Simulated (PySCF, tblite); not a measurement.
# C5H10Se: a rotation path, then NMR shifts on frames

Aim: move C5H10Se (`CC(C)CC=[Se]`) away from its starting geometry and see how NMR shifts follow the geometry.

The runs use tblite 0.8.0 and PySCF 2.14.0, with density-fitted response routines of our own; the level of theory stands in each step. All values are computed, except where a source is named. Atoms are numbered from 0 throughout.

### 1 Starting geometry

16 atoms, charge 0, multiplicity 1; geometry from: GFN2-xTB.

Bonds of the start (Å): C0–C1 1.53, C1–C2 1.53, C1–C3 1.55, C3–C4 1.48, C4–Se5 1.75, C0–H6 1.09, C0–H7 1.09, C0–H8 1.09, C1–H9 1.10, C2–H10 1.09, C2–H11 1.09, C2–H12 1.09, C3–H13 1.09, C3–H14 1.10, C4–H15 1.09.

### 2 The rotation path with GFN2-xTB

The job: settings as JSON, then the geometry in Å.

```
{"job": {"kind": "neb", "xc": "GFN2-xTB", "basis": "xTB", "atoms": [2, 1, 3, 4], "turn": 120}, "charge": 0, "multiplicity": 1}
C     -0.662470     1.454408     0.301421
C     -0.648059    -0.071066     0.346510
C     -0.992355    -0.658290    -1.018293
C      0.707080    -0.624688     0.843695
C      1.841152    -0.264220    -0.035039
Se     2.792142    -1.394802    -0.980286
H     -0.342743     1.875099     1.252498
H     -1.669241     1.810166     0.094361
H     -0.008183     1.826984    -0.482782
H     -1.403149    -0.401336     1.069122
H     -1.983288    -0.335559    -1.328967
H     -0.272694    -0.331846    -1.767445
H     -0.978787    -1.745353    -0.984069
H      0.632977    -1.710892     0.923352
H      0.894623    -0.211990     1.840519
H      2.085396     0.792331    -0.086007
```

Level: GFN2-xTB climbing-image nudged elastic band, gas phase.

Command:

```
$ OMP_NUM_THREADS=1 python probes_run.py task.json out
```

The driver reads the jobs from task.json and runs them one after another.

Output:

```text
image   E - E0 / eV
  0      -0.0000
  1       0.0195
  2       0.0712
  3       0.1286
  4       0.1510
  5       0.1167
  6       0.0486
  7      -0.0099
  8      -0.0353
```

Wall time 11 s (1 thread, shared host).

The final band, with the dihedral C2–C1–C3–C4:

| image | dihedral (°) | energy (eV) | energy (kcal/mol) |
| --- | --- | --- | --- |
| 0 | 62 | 0.000 | 0.0 |
| 1 | 77 | 0.019 | 0.4 |
| 2 | 92 | 0.071 | 1.6 |
| 3 | 109 | 0.129 | 3.0 |
| 4 | 125 | 0.151 | 3.5 |
| 5 | 140 | 0.117 | 2.7 |
| 6 | 156 | 0.049 | 1.1 |
| 7 | 171 | -0.010 | -0.2 |
| 8 | 186 | -0.035 | -0.8 |

### 3 NMR shieldings: image 0, PBE0/pcSseg-1

The job: settings as JSON, then the geometry in Å.

```
{"job": {"kind": "nmr", "xc": "PBE0", "basis": "pcSseg-1", "pop": false}, "charge": 0, "multiplicity": 1}
C     -0.662500     1.454400     0.301400
C     -0.648100    -0.071100     0.346500
C     -0.992400    -0.658300    -1.018300
C      0.707100    -0.624700     0.843700
C      1.841200    -0.264200    -0.035000
Se     2.792100    -1.394800    -0.980300
H     -0.342700     1.875100     1.252500
H     -1.669200     1.810200     0.094400
H     -0.008200     1.827000    -0.482800
H     -1.403100    -0.401300     1.069100
H     -1.983300    -0.335600    -1.329000
H     -0.272700    -0.331800    -1.767400
H     -0.978800    -1.745400    -0.984100
H      0.633000    -1.710900     0.923400
H      0.894600    -0.212000     1.840500
H      2.085400     0.792300    -0.086000
```

Method: GIAO PBE0/pcSseg-1 NMR shielding, non-relativistic, gas phase.

Output:

```text
coarse grid: 57952 points
cycle   1  E = -2597.2235529007  dE = -5.151e-01  |g| = 7.211e-01  |ddm| = 3.540e+00
cycle   2  E = -2597.2208054286  dE =  2.747e-03  |g| = 4.994e-01  |ddm| = 7.306e-01
cycle   3  E = -2597.2587414797  dE = -3.794e-02  |g| = 2.036e-01  |ddm| = 5.220e-01
cycle   4  E = -2597.2678062206  dE = -9.065e-03  |g| = 9.721e-02  |ddm| = 2.513e-01
cycle   5  E = -2597.2700945412  dE = -2.288e-03  |g| = 1.857e-02  |ddm| = 1.088e-01
cycle   6  E = -2597.2701960717  dE = -1.015e-04  |g| = 3.327e-03  |ddm| = 2.294e-02
cycle   7  E = -2597.2701985345  dE = -2.463e-06  |g| = 1.020e-03  |ddm| = 3.014e-03
final grid: 122840 points
cycle   8  E = -2597.2702110750  dE =  5.059e-07  |g| = 1.760e-03  |ddm| = 3.262e-03
cycle   9  E = -2597.2702079376  dE =  3.137e-06  |g| = 3.784e-03  |ddm| = 5.237e-03
cycle  10  E = -2597.2702119052  dE = -3.968e-06  |g| = 4.033e-04  |ddm| = 3.758e-03
cycle  11  E = -2597.2702119428  dE = -3.756e-08  |g| = 3.500e-05  |ddm| = 3.297e-04
cycle  12  E = -2597.2702119431  dE = -3.556e-10  |g| = 6.833e-06  |ddm| = 4.627e-05
converged SCF energy = -2597.2702119431

GIAO shielding tensors (ppm)
atom      isotropic    diamagn.    paramagn.     s11        s22        s33       span
  0 C      163.225     248.633     -85.407    145.181    159.253    185.242     40.061
  1 C      152.239     246.647     -94.408    144.590    153.021    159.105     14.515
  2 C      163.684     248.103     -84.420    150.226    159.470    181.354     31.128
  3 C      117.839     248.498    -130.660     88.206    126.750    138.560     50.355
  4 C     -114.795     256.447    -371.242   -320.736   -184.821    161.172    481.908
  5 Se   -1031.416    2998.006   -4029.422  -4501.720   -495.478   1902.951   6404.670
  6 H       30.118      30.767      -0.649     26.212     27.718     36.425     10.213
  7 H       30.321      30.167       0.154     26.125     28.120     36.719     10.594
  8 H       30.478      31.362      -0.884     26.873     28.930     35.631      8.758
  9 H       29.751      32.180      -2.429     26.378     27.782     35.094      8.717
 10 H       30.697      30.218       0.478     26.246     28.521     37.323     11.078
 11 H       30.729      31.028      -0.299     26.623     30.910     34.654      8.031
 12 H       30.575      30.505       0.070     26.106     28.496     37.122     11.015
 13 H       28.061      31.469      -3.408     24.394     28.438     31.349      6.955
 14 H       27.906      30.770      -2.865     25.194     26.940     31.582      6.388
 15 H       18.972      30.690     -11.718      9.617     20.057     27.244     17.627
```

Wall time 76 s (1 thread, shared host).

The references, computed at this level on geometries of the same kind, shield at (ppm): ¹H TMS 31.72, ¹³C TMS 186.9, ⁷⁷Se Me2Se 1758. Their shielding less the atom's gives the shift. The references are single molecules in the gas phase. Each atom is listed at this fixed geometry, with no averaging over motion; a spectrum would average atoms that exchange fast.

| atoms | environment | σ (ppm) | δ (ppm) |
| --- | --- | --- | --- |
| C4 | carbon double-bonded to a heavier main-group atom | -114.8 | 301.7 |
| C3 | sp3 CH2 | 117.8 | 69.1 |
| C1 | sp3 CH | 152.2 | 34.7 |
| C0 | methyl carbon | 163.2 | 23.7 |
| C2 | methyl carbon | 163.7 | 23.2 |
| H15 | hydrogen on a carbon double-bonded to a heavier main-group atom | 18.97 | 12.74 |
| H14 | hydrogen on an sp3 CH2 | 27.91 | 3.81 |
| H13 | hydrogen on an sp3 CH2 | 28.06 | 3.66 |
| H9 | hydrogen on an sp3 CH | 29.75 | 1.97 |
| H6 | hydrogen on a methyl carbon | 30.12 | 1.60 |
| H7 | hydrogen on a methyl carbon | 30.32 | 1.40 |
| H8 | hydrogen on a methyl carbon | 30.48 | 1.24 |
| H12 | hydrogen on a methyl carbon | 30.57 | 1.14 |
| H10 | hydrogen on a methyl carbon | 30.70 | 1.02 |
| H11 | hydrogen on a methyl carbon | 30.73 | 0.99 |
| Se5 | selenium bonded to C | -1031 | 2790 |

### 4 NMR shieldings: image 2, PBE0/pcSseg-1

The job: settings as JSON, then the geometry in Å.

```
{"job": {"kind": "nmr", "xc": "PBE0", "basis": "pcSseg-1", "pop": false}, "charge": 0, "multiplicity": 1}
C     -0.520800     1.432200     0.109600
C     -0.640800    -0.072500     0.338200
C     -1.194100    -0.739500    -0.917200
C      0.703700    -0.728700     0.754200
C      1.905000    -0.067500     0.197900
Se     2.996800    -0.749600    -0.992600
H     -0.090100     1.937000     0.970800
H     -1.507500     1.852400    -0.069700
H      0.098100     1.636000    -0.763000
H     -1.348600    -0.241500     1.157200
H     -2.150500    -0.293800    -1.183000
H     -0.507700    -0.609700    -1.751800
H     -1.348300    -1.804400    -0.757500
H      0.688100    -1.777300     0.452900
H      0.784300    -0.681800     1.844600
H      2.124800     0.917800     0.597900
```

With the program's defaults for keys left out, this is: GIAO PBE0/pcSseg-1 NMR shielding, non-relativistic, gas phase.

Output:

```text
coarse grid: 57952 points
cycle   1  E = -2597.2211181299  dE = -5.200e-01  |g| = 7.200e-01  |ddm| = 3.558e+00
cycle   2  E = -2597.2176712157  dE =  3.447e-03  |g| = 5.005e-01  |ddm| = 7.398e-01
cycle   3  E = -2597.2555750913  dE = -3.790e-02  |g| = 2.069e-01  |ddm| = 5.319e-01
cycle   4  E = -2597.2650288294  dE = -9.454e-03  |g| = 9.661e-02  |ddm| = 2.545e-01
cycle   5  E = -2597.2672868889  dE = -2.258e-03  |g| = 1.846e-02  |ddm| = 1.086e-01
cycle   6  E = -2597.2673877078  dE = -1.008e-04  |g| = 3.368e-03  |ddm| = 2.283e-02
cycle   7  E = -2597.2673902551  dE = -2.547e-06  |g| = 1.009e-03  |ddm| = 3.089e-03
final grid: 122840 points
cycle   8  E = -2597.2673918341  dE =  4.766e-07  |g| = 1.685e-03  |ddm| = 2.909e-03
cycle   9  E = -2597.2673890946  dE =  2.739e-06  |g| = 3.558e-03  |ddm| = 4.882e-03
cycle  10  E = -2597.2673925841  dE = -3.490e-06  |g| = 4.072e-04  |ddm| = 3.543e-03
cycle  11  E = -2597.2673926230  dE = -3.894e-08  |g| = 3.350e-05  |ddm| = 3.407e-04
cycle  12  E = -2597.2673926234  dE = -3.306e-10  |g| = 6.796e-06  |ddm| = 4.358e-05
converged SCF energy = -2597.2673926234

GIAO shielding tensors (ppm)
atom      isotropic    diamagn.    paramagn.     s11        s22        s33       span
  0 C      164.736     248.903     -84.167    153.237    159.912    181.060     27.823
  1 C      151.939     246.566     -94.627    145.030    147.908    162.879     17.848
  2 C      161.941     247.969     -86.028    138.198    162.183    185.441     47.243
  3 C      121.160     248.639    -127.479     88.156    130.657    144.665     56.509
  4 C     -114.904     256.142    -371.046   -321.112   -182.091    158.491    479.602
  5 Se    -981.468    2998.207   -3979.676  -4374.180   -456.574   1886.349   6260.529
  6 H       30.066      31.126      -1.060     26.002     27.694     36.503     10.501
  7 H       30.531      30.314       0.217     26.246     28.399     36.948     10.702
  8 H       30.800      31.334      -0.533     27.105     29.813     35.483      8.378
  9 H       29.566      32.289      -2.723     26.723     27.217     34.756      8.033
 10 H       30.784      30.210       0.574     26.093     28.722     37.537     11.444
 11 H       30.502      30.827      -0.325     26.644     30.157     34.705      8.061
 12 H       30.580      30.394       0.186     26.698     27.862     37.181     10.483
 13 H       28.352      31.670      -3.318     25.192     28.501     31.363      6.171
 14 H       27.797      30.510      -2.713     25.231     26.326     31.833      6.603
 15 H       19.063      30.545     -11.481      9.832     20.498     26.860     17.029
```

Wall time 68 s (1 thread, shared host).

In short: δ C4 301.8, C3 65.8, C1 35.0, C2 25.0, H15 12.65, H14 3.92 ppm.

[end of part 1 of 2]
